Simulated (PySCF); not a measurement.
**C₄H₄ClP₃S: electronic excitations**

Wanted: the electronic excitations of C₄H₄ClP₃S (`CSc1pcpc(Cl)p1`), by calculation.

Programs: PySCF 2.14.0, with density-fitted response routines of our own. Each step states its level of theory. These are calculated values for one molecule in the gas phase, unless marked as measured. Atoms count from 0, in the outputs and in this text.

### 1 The molecule as given

13 atoms, charge 0, multiplicity 1; geometry from: GFN2-xTB.

Bonds of the start (Å): C0–S1 1.81, S1–C2 1.77, C2–P3 1.75, P3–C4 1.73, C4–P5 1.73, P5–C6 1.74, C6–Cl7 1.75, C6–P8 1.73, P8–C2 1.76, C0–H9 1.09, C0–H10 1.09, C0–H11 1.09, C4–H12 1.09.

### 2 TDDFT and polarisability: CAM-B3LYP/def2-SVPD

Job settings and geometry (Å):

```
{"job": {"kind": "uv", "xc": "CAM-B3LYP", "basis": "def2-SVPD", "nstates": 8, "ntriplets": 3}, "charge": 0, "multiplicity": 1}
C     -2.875026     0.072924     0.052266
S     -1.746182    -1.308541    -0.270281
C     -0.145682    -0.577688    -0.128736
P     -0.047619     1.129554     0.256917
C      1.641133     1.482487     0.313202
P      3.120579     0.617841     0.094868
C      2.577730    -1.000906    -0.262940
Cl     3.906175    -2.100987    -0.530702
P      1.060328    -1.821289    -0.425976
H     -3.877078    -0.337277    -0.023591
H     -2.701619     0.463919     1.051564
H     -2.726638     0.848877    -0.694249
H      1.809511     2.531574     0.549932
```

Level: TDDFT CAM-B3LYP/def2-SVPD, vertical, gas phase, core orbitals frozen in the response.

Launch:

```console
$ OMP_NUM_THREADS=1 python probes_run.py task.json out
```

The driver reads the jobs from task.json and runs them one after another.

What will the session give for the following? lowest singlet (CAM-B3LYP/def2-SVPD); brightest single state of those computed; lowest triplet. Wanted: lowest singlet; brightest single state of those computed; lowest triplet.

The runs gave:

| quantity | value |
| --- | --- |
| lowest singlet (CAM-B3LYP/def2-SVPD) | 3.07 eV (403 nm), f = 0.022 |
| brightest single state of those computed | state 8, 4.40 eV, f = 0.305 |
| lowest triplet | 2.15 eV |

The lowest singlet, at 3.07 eV, is HOMO→LUMO 0.82, HOMO−1→LUMO+1 0.09 and is weak; of the 8 states computed, the strongest absorption comes from state 8 at 4.40 eV (the last computed, so partners may be missing). State 1 absorbs in the visible (403 nm). The lowest triplet lies 0.92 eV below the lowest singlet (triplets in Tamm-Dancoff, singlets in full TDDFT).
